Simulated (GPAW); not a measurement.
CoW3:

```
CELL_PARAMETERS angstrom
3.90735 0.00000 0.00000
0.00000 3.90735 0.00000
0.00000 0.00000 3.90735
ATOMIC_POSITIONS crystal
W 0.50000 0.50000 0.00000
W 0.50000 0.00000 0.50000
W 0.00000 0.50000 0.50000
Co 0.00000 0.00000 0.00000
```

The cell comes from a database or a generator and needn't be the stable form of this composition.

- Program: GPAW 26.7.0
- Task: relaxation of cell and atoms
- Functional: PBEsol
- Dispersion: D3(BJ)
- Potentials or basis: PAW data sets generated in the run's folder for this functional
- Cutoff: 600 eV
- Basis: pw
- k mesh: 5 × 5 × 5
- Occupations: fermi-dirac, width 0.05 eV
- Spin: collinear spin, ferromagnetic start
- Starting moments: [0.0, 0.0, 0.0, 2.0] μB

At the start: pressure -17.0 GPa; volume 14.91 Å³/atom.

Q: How do energy, volume and symmetry change on relaxing?

A: Over 4 steps the energy falls by 48.9 meV/atom and the volume is 14.01 Å³/atom (-6.1 %); space group Pm-3m (No. 221, to 0.05 Å); moment 0.83 μB per cell.

Step by step:
| step | energy change (eV) | largest force (eV/Å) | pressure (GPa) | volume (Å³) |
| --- | --- | --- | --- | --- |
| 1 | 0.0000 | 0.0000 | -17.03 | 59.66 |
| 2 | -0.0917 | 0.0000 | -12.94 | 58.65 |
| 3 | -0.1938 | 0.0000 | 1.31 | 55.78 |
| 4 | -0.1955 | 0.0000 | -0.07 | 56.03 |

Final structure:
```
W Co
1.0
     3.82655    0.00000    0.00000
     0.00000    3.82655    0.00000
     0.00000    0.00000    3.82655
W Co
3 1
Direct
  0.50000 0.50000 0.00000
  0.50000 0.00000 0.50000
  0.00000 0.50000 0.50000
  0.00000 0.00000 0.00000
```

Caveat: each step starts from the last one's moments, so a moment once lost doesn't come back; later steps reuse the first step's grids; pairwise dispersion overbinds metals, which lowers pressure and volume.
